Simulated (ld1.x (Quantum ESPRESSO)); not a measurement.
# Titanium: generating and testing a TM semilocal potential

Do these settings give a usable potential? It is generated, then checked for transferability, scattering, ghosts and hardness.

Program: ld1.x (Quantum ESPRESSO) 7.5. Reference atom: PW91, scalar-relativistic, spherical and spin-unpolarised. All values are calculated.

## Step 1: The atom and the settings

The settings as typed:

* element: titanium (Ti, Z = 22)
* type: norm-conserving Troullier–Martins (semilocal form)
* frozen core: [Ne]
* valence charge: 12
* reference configuration: 3s2 3p6 3d2.5 4s1.5 4p0
* partial waves: 3s (bound): rc 1.70 bohr; 3d (bound): rc 1.10 bohr; 3p (bound): rc 0.95 bohr
* occupied shells without a wave: 4s
* local potential: the p channel
* core correction: a·sin(br)/r model core, default radius (core density twice the valence density)

## Step 2: The generation run

Contents of Ti.in:

```
 &input
   title='Ti', zed=22., rel=1, dft='PW91', iswitch=3,
   config='[Ar] 3d2.5 4s1.5 4p0',
   nld=3, rlderiv=1.85, eminld=-6.0, emaxld=5.0, deld=0.02
 /
 &inputp
   pseudotype=1, tm=.true., lloc=1,
   nlcc=.true.,
   file_pseudopw='Ti.pp', file_wfcaegen='ae.wfc', file_wfcncgen='nc.wfc'
 /
3
3S  1  0   2.00   0.00  1.70  1.70  0.0
3D  3  2   2.50   0.00  1.10  1.10  0.0
3P  2  1   6.00   0.00  0.95  0.95  0.0
 &test
   configts(1)='3s2 3p6 3d2.5 4s1.5 4p0'
 /
```

Command:

```console
$ ld1.x < Ti.in > Ti.out
```

The output, Ti.out (without the banner and most projector matrices):

```text
     Program LD1 v.7.5
     --------------------------- All-electron run ----------------------------

     Ti
     scalar relativistic calculation

     atomic number is 22.00
     dft =PW91   lsd =0 sic =0 latt =0  beta=0.20 tr2=1.0E-14
     Exchange-correlation= PW91
                           (   1   4   2   2   0   0   0)
     mesh =1177 r(mesh) = 100.37945 a.u. xmin = -7.00 dx = 0.01250
     1 Ry =  13.60569312 eV, c = 137.03599908

     n l     nl                  e(Ry)          e(Ha)          e(eV)
     1 0     1S 1( 2.00)      -357.8202      -178.9101     -4868.3923
     2 0     2S 1( 2.00)       -39.3139       -19.6569      -534.8928
     2 1     2P 1( 6.00)       -32.5155       -16.2578      -442.3964
     3 0     3S 1( 2.00)        -4.4642        -2.2321       -60.7391
     3 1     3P 1( 6.00)        -2.7261        -1.3630       -37.0900
     3 2     3D 1( 2.50)        -0.2162        -0.1081        -2.9411
     4 0     4S 1( 1.50)        -0.2999        -0.1500        -4.0805
     4 1     4P 1( 0.00)        -0.0950        -0.0475        -1.2928

     final scf error:  8.3E-15 reached in  30 iterations

     Etot =   -1707.627350 Ry,    -853.813675 Ha,  -23233.453686 eV

     Ekin =    1721.940810 Ry,     860.970405 Ha,   23428.198238 eV
     Encl =   -4061.953551 Ry,   -2030.976776 Ha,  -55265.693500 eV
     Eh   =     716.915391 Ry,     358.457696 Ha,    9754.130809 eV
     Exc  =     -84.529999 Ry,     -42.265000 Ha,   -1150.089232 eV

     normalization and overlap integrals

     s(1S/1S) =  1.000000  <r> =   0.0696  <r2> =    0.0065  r(max) =   0.0455
     s(2S/2S) =  1.000000  <r> =   0.3249  <r2> =    0.1249  r(max) =   0.2682
     s(2P/2P) =  1.000000  <r> =   0.2898  <r2> =    0.1037  r(max) =   0.2196
     s(3S/3S) =  1.000000  <r> =   1.0105  <r2> =    1.1793  r(max) =   0.8685
     s(3P/3P) =  1.000000  <r> =   1.0929  <r2> =    1.4109  r(max) =   0.9016
     s(3D/3D) =  1.000000  <r> =   1.7635  <r2> =    4.3941  r(max) =   0.9965
     s(4S/4S) =  1.000000  <r> =   3.6309  <r2> =   15.2813  r(max) =   2.9935
     s(4P/4P) =  1.000000  <r> =   5.1969  <r2> =   31.9304  r(max) =   3.9907

     ------------------------ End of All-electron run ------------------------

     --------------------- Generating NC pseudopotential ---------------------

      Generating local pot.: lloc=1, matching radius rcloc =   0.9500

      Computing core charge for nlcc:

       r > 0.52 : true rho core
       r < 0.52 : rho core = a sin(br)/r    a=  22.51  b=   5.12

      Integrated core pseudo-charge :   4.50

      Wfc   3S  rcut= 1.706  Using Troullier-Martins method

      Wfc   3D  rcut= 1.088  Using Troullier-Martins method

     ------------------- End of pseudopotential generation -------------------

     [... the all-electron block is printed once more ...]


     Computing logarithmic derivative in   1.85008
     Computing logarithmic derivative in   1.85008
     Computing the partial wave expansion
     R is outside the sphere for l=    0 j= 0.00
       no projector for channel:   1
     R is outside the sphere for l=    2 j= 0.00

     ---------------------- Testing the pseudopotential ----------------------

     Ti
     scalar relativistic calculation

     atomic number is 22.00   valence charge is 12.00
     dft =PW91   lsd =0 sic =0 latt =0  beta=0.20 tr2=1.0E-14
     mesh =1177 r(mesh) = 100.37945 xmin = -7.00 dx = 0.01250

     n l     nl             e AE (Ry)        e PS (Ry)    De AE-PS (Ry)
     1 0     3S   1( 2.00)       -4.46424       -4.46424       -0.00000
     2 1     3P   1( 6.00)       -2.72606       -2.72611        0.00005
     3 2     3D   1( 2.50)       -0.21617       -0.21614       -0.00003
     2 0     4S   1( 1.50)       -0.29991       -0.34923        0.04932  !
     3 1     4P   1( 0.00)       -0.09502       -0.09525        0.00023

     eps = 2.1E-15  iter = 16

     Etot =   -1707.627350 Ry,    -853.813675 Ha,  -23233.453686 eV
     Etotps =  -126.395942 Ry,     -63.197971 Ha,   -1719.704402 eV

     Ekin =      45.785643 Ry,      22.892822 Ha,     622.945414 eV
     Encl =    -247.275534 Ry,    -123.637767 Ha,   -3364.355036 eV
     Ehrt =      95.723385 Ry,      47.861692 Ha,    1302.383000 eV
     Ecxc =     -24.311699 Ry,     -12.155850 Ha,    -330.777522 eV
     (Ecc =      -8.078334 Ry,      -4.039167 Ha,    -109.911338 eV)
     Epseu=       3.682263 Ry,       1.841132 Ha,      50.099742 eV

     ---------------------- End of pseudopotential test ----------------------
```

It took 1.9 s on 1 thread, shared host. This counts the later configuration tests of the new file too.

All-electron and pseudo partial waves u(r) = r·R(r), from the program's wave files:

```tsv
r (bohr)	3d AE	3d PS	3s AE	3s PS
0.085	0.0200	0.0061	0.0505	0.1467
0.170	0.0967	0.0454	-0.4921	0.2904
0.255	0.2078	0.1343	-0.5486	0.4284
0.340	0.3265	0.2646	-0.2725	0.5579
0.425	0.4361	0.4084	0.1140	0.6761
0.510	0.5290	0.5349	0.4785	0.7803
0.595	0.6032	0.6263	0.7643	0.8678
0.680	0.6591	0.6818	0.9584	0.9361
0.765	0.6979	0.7116	1.0677	0.9827
0.850	0.7219	0.7269	1.1079	1.0060
0.935	0.7335	0.7344	1.0969	1.0053
1.020	0.7356	0.7356	1.0504	0.9814
1.105	0.7303	0.7303	0.9817	0.9368
1.190	0.7195	0.7195	0.9007	0.8756
1.275	0.7048	0.7048	0.8147	0.8029
1.360	0.6873	0.6873	0.7287	0.7242
1.445	0.6679	0.6679	0.6459	0.6447
1.530	0.6473	0.6473	0.5682	0.5680
1.615	0.6261	0.6261	0.4969	0.4969
1.700	0.6046	0.6046	0.4323	0.4323
1.785	0.5831	0.5831	0.3745	0.3745
1.870	0.5619	0.5619	0.3233	0.3233
1.955	0.5412	0.5412	0.2782	0.2782
2.040	0.5209	0.5209	0.2388	0.2388
2.125	0.5013	0.5013	0.2045	0.2045
2.210	0.4824	0.4824	0.1748	0.1748
```

## Step 3: Configuration tests

Contents of Ti.test.in:

```
 &input
   title='Ti', zed=22., rel=1, dft='PW91', iswitch=2,
   config='[Ar] 3d2.5 4s1.5 4p0'
 /
 &test
   file_pseudo='Ti.pp', nconf=8,
   configts(1)='3s2 3p6 3d2.5 4s1.5 4p0',
   configts(2)='3s2 3p6 3d2 4s2 4p0',
   configts(3)='3s2 3p6 3d2 4s1 4p0',
   configts(4)='3s2 3p6 3d2 4s0 4p0',
   configts(5)='3s2 3p6 3d1 4s2 4p0',
   configts(6)='3s2 3p6 3d3 4s1 4p0',
   configts(7)='3s1 3p6 3d2 4s2 4p0',
   configts(8)='3s2 3p6 3d2 4s1.5 4p0'
 /
```

Command:

```console
$ ld1.x < Ti.test.in > Ti.test.out
```

Ti.test.out, the pseudopotential blocks:

```text
     ---------------------- Testing the pseudopotential ----------------------

     Ti
     scalar relativistic calculation

     atomic number is 22.00   valence charge is 12.00
     dft =PW91   lsd =0 sic =0 latt =0  beta=0.20 tr2=1.0E-14
     mesh =1177 r(mesh) = 100.37945 xmin = -7.00 dx = 0.01250

     n l     nl             e AE (Ry)        e PS (Ry)    De AE-PS (Ry)
     1 0     3S   1( 2.00)       -4.46424       -4.46424       -0.00000
     2 1     3P   1( 6.00)       -2.72606       -2.72611        0.00005
     3 2     3D   1( 2.50)       -0.21617       -0.21614       -0.00003
     2 0     4S   1( 1.50)       -0.29991       -0.34923        0.04932  !
     3 1     4P   1( 0.00)       -0.09502       -0.09525        0.00023

     eps = 3.6E-15  iter = 20

     Etot =   -1707.627350 Ry,    -853.813675 Ha,  -23233.453686 eV
     Etotps =  -126.395941 Ry,     -63.197971 Ha,   -1719.704389 eV

     Ekin =      50.162212 Ry,      25.081106 Ha,     682.491669 eV
     Encl =    -247.275534 Ry,    -123.637767 Ha,   -3364.355035 eV
     Ehrt =      95.723385 Ry,      47.861692 Ha,    1302.382999 eV
     Ecxc =     -24.311699 Ry,     -12.155850 Ha,    -330.777522 eV
     (Ecc =      -8.078334 Ry,      -4.039167 Ha,    -109.911338 eV)
     Epseu=      -0.694305 Ry,      -0.347152 Ha,      -9.446501 eV

     ---------------------- End of pseudopotential test ----------------------

     ---------------------- Testing the pseudopotential ----------------------

     Ti
     [...]
     n l     nl             e AE (Ry)        e PS (Ry)    De AE-PS (Ry)
     1 0     3S   1( 2.00)       -4.60401       -4.57947       -0.02454  !
     2 1     3P   1( 6.00)       -2.85935       -2.83642       -0.02293  !
     3 2     3D   1( 2.00)       -0.31757       -0.29820       -0.01937  !
     2 0     4S   1( 2.00)       -0.33129       -0.37683        0.04554  !
     3 1     4P   1( 0.00)       -0.11049       -0.10436       -0.00613  !

     eps = 9.7E-15  iter = 20

     Etot =   -1707.652590 Ry,    -853.826295 Ha,  -23233.797097 eV
     Etotps =  -126.449486 Ry,     -63.224743 Ha,   -1720.432903 eV
     dEtot_ae =      -0.025240 Ry
     dEtot_ps =      -0.053545 Ry,   Delta E=       0.028305 Ry

     [...]
     ---------------------- End of pseudopotential test ----------------------

     ---------------------- Testing the pseudopotential ----------------------

     Ti
     [...]
     n l     nl             e AE (Ry)        e PS (Ry)    De AE-PS (Ry)
     1 0     3S   1( 2.00)       -5.14084       -5.17081        0.02997  !
     2 1     3P   1( 6.00)       -3.39660       -3.42538        0.02878  !
     3 2     3D   1( 2.00)       -0.84110       -0.86890        0.02780  !
     2 0     4S   1( 1.00)       -0.76389       -0.86789        0.10400  !
     3 1     4P   1( 0.00)       -0.48844       -0.51740        0.02897  !

     eps = 3.0E-15  iter = 19

     Etot =   -1707.109242 Ry,    -853.554621 Ha,  -23226.404476 eV
     Etotps =  -125.833321 Ry,     -62.916660 Ha,   -1712.049549 eV
     dEtot_ae =       0.518107 Ry
     dEtot_ps =       0.562620 Ry,   Delta E=      -0.044513 Ry

     [...]
     ---------------------- End of pseudopotential test ----------------------

     ---------------------- Testing the pseudopotential ----------------------

     Ti
     [...]
     n l     nl             e AE (Ry)        e PS (Ry)    De AE-PS (Ry)
     1 0     3S   1( 2.00)       -5.77670       -5.87502        0.09832  !
     2 1     3P   1( 6.00)       -4.03097       -4.12338        0.09241  !
     3 2     3D   1( 2.00)       -1.45270       -1.53931        0.08660  !
     2 0     4S   1( 0.00)       -1.25084       -1.42213        0.17128  !
     3 1     4P   1( 0.00)       -0.92565       -0.99968        0.07403  !

     eps = 8.8E-15  iter = 18

     Etot =   -1706.110231 Ry,    -853.055116 Ha,  -23212.812240 eV
     Etotps =  -124.692721 Ry,     -62.346360 Ha,   -1696.530893 eV
     dEtot_ae =       1.517118 Ry
     dEtot_ps =       1.703221 Ry,   Delta E=      -0.186102 Ry

     [...]
     ---------------------- End of pseudopotential test ----------------------

     ---------------------- Testing the pseudopotential ----------------------

     Ti
     [...]
     n l     nl             e AE (Ry)        e PS (Ry)    De AE-PS (Ry)
     1 0     3S   1( 2.00)       -5.55758       -5.51028       -0.04729  !
     2 1     3P   1( 6.00)       -3.79409       -3.74913       -0.04496  !
     3 2     3D   1( 1.00)       -1.17268       -1.13466       -0.03802  !
     2 0     4S   1( 2.00)       -0.88136       -0.97175        0.09039  !
     3 1     4P   1( 0.00)       -0.57165       -0.57109       -0.00055

     eps = 4.2E-15  iter = 19

     Etot =   -1706.930807 Ry,    -853.465404 Ha,  -23223.976748 eV
     Etotps =  -125.754386 Ry,     -62.877193 Ha,   -1710.975585 eV
     dEtot_ae =       0.696542 Ry
     dEtot_ps =       0.641555 Ry,   Delta E=       0.054987 Ry

     [...]
     ---------------------- End of pseudopotential test ----------------------

     ---------------------- Testing the pseudopotential ----------------------

     Ti
     [...]
     n l     nl             e AE (Ry)        e PS (Ry)    De AE-PS (Ry)
     1 0     3S   1( 2.00)       -4.35963       -4.37557        0.01594  !
     2 1     3P   1( 6.00)       -2.62631       -2.64104        0.01473  !
     3 2     3D   1( 3.00)       -0.14414       -0.15624        0.01210  !
     2 0     4S   1( 1.00)       -0.27652       -0.32930        0.05278  !
     3 1     4P   1( 0.00)       -0.08450       -0.08954        0.00504  !

     eps = 4.8E-15  iter = 28

     Etot =   -1707.572524 Ry,    -853.786262 Ha,  -23232.707743 eV
     Etotps =  -126.318824 Ry,     -63.159412 Ha,   -1718.655151 eV
     dEtot_ae =       0.054826 Ry
     dEtot_ps =       0.077118 Ry,   Delta E=      -0.022292 Ry

     [...]
     ---------------------- End of pseudopotential test ----------------------

     ---------------------- Testing the pseudopotential ----------------------

     Ti
     [...]
     n l     nl             e AE (Ry)        e PS (Ry)    De AE-PS (Ry)
     1 0     3S   1( 1.00)       -5.68040       -5.64725       -0.03315  !
     2 1     3P   1( 6.00)       -3.91101       -3.86448       -0.04653  !
     3 2     3D   1( 2.00)       -1.26678       -1.22789       -0.03889  !
     2 0     4S   1( 2.00)       -0.89615       -0.99632        0.10017  !
     3 1     4P   1( 0.00)       -0.57916       -0.57634       -0.00282

     eps = 8.8E-15  iter = 19

     Etot =   -1702.531705 Ry,    -851.265852 Ha,  -23164.123905 eV
     Etotps =  -121.356315 Ry,     -60.678158 Ha,   -1651.136783 eV
     dEtot_ae =       5.095645 Ry
     dEtot_ps =       5.039626 Ry,   Delta E=       0.056019 Ry

     [...]
     ---------------------- End of pseudopotential test ----------------------

     ---------------------- Testing the pseudopotential ----------------------

     Ti
     [...]
     n l     nl             e AE (Ry)        e PS (Ry)    De AE-PS (Ry)
     1 0     3S   1( 2.00)       -4.85916       -4.85968        0.00052
     2 1     3P   1( 6.00)       -3.11484       -3.11585        0.00101
     3 2     3D   1( 2.00)       -0.56740       -0.56978        0.00238
     2 0     4S   1( 1.50)       -0.54130       -0.61307        0.07177  !
     3 1     4P   1( 0.00)       -0.29182       -0.30009        0.00826  !

     eps = 1.7E-15  iter = 14

     Etot =   -1707.435091 Ry,    -853.717545 Ha,  -23230.837875 eV
     Etotps =  -126.202856 Ry,     -63.101428 Ha,   -1717.077325 eV
     dEtot_ae =       0.192259 Ry
     dEtot_ps =       0.193086 Ry,   Delta E=      -0.000827 Ry

     [...]
     ---------------------- End of pseudopotential test ----------------------
```

Energies count from the reference configuration 3s2 3p6 3d2.5 4s1.5 4p0; the error is all-electron less pseudo.

| valence configuration | charge | ΔE all-electron (eV) | error AE − PS (meV) |
| --- | --- | --- | --- |
| 3s2 3p6 3d2 4s2 4p0 | 0 | -0.343 | +385 |
| 3s2 3p6 3d2 4s1 4p0 | +1 | 7.049 | -606 |
| 3s2 3p6 3d2 4s0 4p0 | +2 | 20.641 | -2532 |
| 3s2 3p6 3d1 4s2 4p0 | +1 | 9.477 | +748 |
| 3s2 3p6 3d3 4s1 4p0 | 0 | 0.746 | -303 |
| 3s1 3p6 3d2 4s2 4p0 | +1 | 69.330 | +762 |
| 3s2 3p6 3d2 4s1.5 4p0 | +0.5 | 2.616 | -11 |

## Step 4: Logarithmic derivatives

Taken from the files of the generation run. The phase is arctan(r·u′/u) with u = r·R, unwrapped, with energies in Ry. A pole is an energy at which the radial function vanishes at the test radius. The pseudo phase is shifted by a multiple of π to meet the all-electron one at the reference energy. Levels narrower than the energy grid can be missing from the poles. The last column is the largest difference on the grid between −1 and +1 Ry.

| channel | radius (bohr) | reference (Ry) | poles AE | poles PS | window around the reference with phases within 0.05 rad (Ry) | largest difference near zero (rad) |
| --- | --- | --- | --- | --- | --- | --- |
| s | 1.85 | -4.46 | -4.01 | -4.02 | below -1.2 | 0.447 |
| p | 1.85 | -2.73 | -2.08 | -2.08 | below 3.3 | 0.002 |
| d | 1.85 | -0.22 | 0.91 | 0.91 | below 4.3 | 0.001 |

Phases (rad) along the scan:

```tsv
E (Ry)	s AE	s PS	d AE	d PS
-6.00	1.209	1.201	1.347	1.347
-5.48	1.085	1.073	1.336	1.336
-4.96	0.493	0.467	1.323	1.323
-4.44	-1.300	-1.300	1.308	1.308
-3.92	-1.597	-1.601	1.289	1.289
-3.40	-1.691	-1.700	1.264	1.264
-2.88	-1.746	-1.759	1.232	1.232
-2.36	-1.788	-1.807	1.185	1.185
-1.84	-1.827	-1.856	1.111	1.112
-1.32	-1.868	-1.913	0.970	0.971
-0.80	-1.915	-1.987	0.599	0.600
-0.28	-1.976	-2.096	-0.530	-0.530
0.24	-2.057	-2.278	-1.290	-1.290
0.76	-2.176	-2.623	-1.531	-1.530
1.28	-2.365	-3.242	-1.650	-1.648
1.80	-2.683	-3.864	-1.733	-1.730
2.32	-3.177	-4.212	-1.807	-1.803
2.84	-3.693	-4.394	-1.887	-1.881
3.36	-4.043	-4.501	-1.992	-1.980
3.88	-4.249	-4.573	-2.149	-2.125
4.40	-4.376	-4.625	-2.426	-2.372
4.92	-4.461	-4.665	-2.943	-2.829
```

## Step 5: Cutoff and ghost test in a Bessel basis

This step uses the generator's waves and projectors in a separate script. Basis: spherical Bessel functions vanishing at 20 bohr, q² up to the cutoff; potential fixed at the reference.

All-electron valence levels (Ry): 3s -4.4642, 4s -0.2999, 3d -0.2162, 3p -2.7261, 4p -0.0950. The lowest levels of each channel (Ry) by cutoff; the last column sums, over occupied levels, occupation times the distance from the level at 400 Ry. A positive value at high cutoff is not a bound level.

```tsv
cutoff (Ry)	s #1	s #2	d #1	p #1	p #2	Σ f·Δε (mRy)
8	-4.3739	-0.3049	0.0342	-1.5784	-0.0494	7759.4
15	-4.4484	-0.3442	0.0305	-2.3875	-0.0798	2687.5
21	-4.4527	-0.3484	0.0256	-2.6055	-0.0891	1352.4
35	-4.4634	-0.3488	0.0071	-2.7150	-0.0948	627.6
45	-4.4638	-0.3491	-0.0217	-2.7158	-0.0949	549.1
60	-4.4641	-0.3492	-0.0890	-2.7192	-0.0950	360.0
80	-4.4642	-0.3492	-0.1569	-2.7245	-0.0952	157.7
110	-4.4642	-0.3492	-0.2065	-2.7259	-0.0952	25.6
140	-4.4642	-0.3492	-0.2155	-2.7259	-0.0952	2.7
160	-4.4642	-0.3492	-0.2161	-2.7260	-0.0952	0.8
200	-4.4642	-0.3492	-0.2161	-2.7261	-0.0952	0.2
400	-4.4642	-0.3492	-0.2162	-2.7261	-0.0952	0.0
```

The sum stays within 10 mRy from 140 Ry and within 1 mRy from 160 Ry. The sum leaves out empty levels, which can need more. Ghost test: no level below the all-electron spectrum of its channel (s, d, p tested).

## Step 6: Results

```
                                                quantity                               value
               cutoffs for 10 and 1 mRy, occupied levels                   140 Ry and 160 Ry
                                            bound ghosts                          none found
                       largest miss of a reference level                        671 meV (4s)
                            largest test error (AE − PS)  -2532 meV, for 3s2 3p6 3d2 4s0 4p0
largest phase difference near zero energy, channels read                           0.447 rad
```

**Reading.** Already in the reference configuration the 4s level is off by 671 meV; it has no partial wave or projector of its own. By total energies transferability is poor: the largest error is 2532 meV on 20.6 eV, for 3s2 3p6 3d2 4s0 4p0. The potential is very hard: the looser tolerance needs 140 Ry. The slowest occupied level is 3d: taken alone it needs 140 Ry to come within 1 mRy, against 90 Ry for 3p. The Bessel-basis test finds no level below the valence levels. Near zero energy the largest phase difference among the channels read is 0.45 rad, in the s channel.
